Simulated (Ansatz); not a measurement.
# Ru4C: the cost of one run

Computed with Ansatz 0.2.0 (DFT LDA, scalar-relativistic, plane waves, PAW, unless a step's input says otherwise).

4 further runs of the same task are left out: 4 set aside as unsound or not needed. Runs told in other sessions of the task aren't counted.

**1. The system as given**

Symmetry: Cm, No. 8, monoclinic system. Conventional cell: a = 4.632 Å, b = 2.674 Å, c = 23.262 Å, α = 90.00°, β = 90.00°, γ = 90.00°. Ru (site symmetry m) is surrounded by 9 Ru at 2.62 to 2.67 Å. Ru (site symmetry m) is surrounded by 12 Ru at 2.61 to 2.67 Å. Ru (site symmetry m) has 12 Ru at 2.56 to 2.67 Å in its first shell of neighbours. Around Ru (site symmetry m) lie 2 C at 1.89 Å. Around C (site symmetry m) lie 2 Ru at 1.89 Å.

Structure file:

```
Ru C
1.0
     2.67406    0.00000    0.00000
    -1.33703    2.31580    0.00000
     0.00000    0.00000   23.26220
Ru C
4 1
Direct
  0.66667 0.33333 0.17195
  0.33333 0.66667 0.26280
  0.66667 0.33333 0.35328
  0.33333 0.66667 0.44115
  0.83333 0.66667 0.49833
```

This is the geometry of the first run shown, built on a cell relaxed beforehand with the same method.

**2. Plan of the line**

Atoms count from 1 in the order of the input.

C is moved along a line over the surface and along the normal, above a rigid substrate.

First coordinate, position of C5 along the first surface vector, from above Ru4: 6 values from 0.00 to 2.23 Å, periodic. Second coordinate, height of C5 above the plane of Ru4: 7 values from 1.33 to 3.97 Å.

Nothing else is relaxed. Points are written as (first, second).

**3. The run at (1.34 Å, 1.33 Å)**

The cell repeats along c, and a dipole correction in the vacuum removes the field between the copies.

Contents of input.yaml:

```yaml
crystal:
  lattice:
    - [2.6740588489, 0.0, 0.0]
    - [-1.3370294244, 2.3158028943, 0.0]
    - [0.0, 0.0, 23.2622039167]
  atoms:
    - { symbol: Ru, position: [0.6666666667, 0.3333333333, 0.1719527528] }
    - { symbol: Ru, position: [0.3333333333, 0.6666666667, 0.2628031512] }
    - { symbol: Ru, position: [0.6666666667, 0.3333333333, 0.3532811882] }
    - { symbol: Ru, position: [0.3333333333, 0.6666666667, 0.4411535534] }
    - { symbol: C, position: [0.8333333333, 0.6666666667, 0.4983278437], spin: 2.0 }
basis:
  ecutwfc: 420
kpoints:
  mp_grid: { grid: [12, 12, 1] }
hamiltonian:
  xc: lda
  pseudopotentials: { kind: paw, azcp: { folder: soft_1 } }
scf:
  occupations: { method: gaussian, width: 0.1 }
output:
  forces: true
  eigenvalues: true
  populations: true
magnetization:
  spin_polarized: true
efield:
  axis: 3
  dipole_correction: true
  ramp_width: 0.04
```

Run with:

```console
$ ansatz run input.yaml --threads 1 --pin off --max-ram 3072MiB --backend cpu --events-out ev --progress --plain --runs-dir out
```

**Question.** How long does this run take on 1 thread of Arm Neoverse N1, shared host, and how much memory does it need?

About 2.5 min, with a peak of 0.56 GiB.
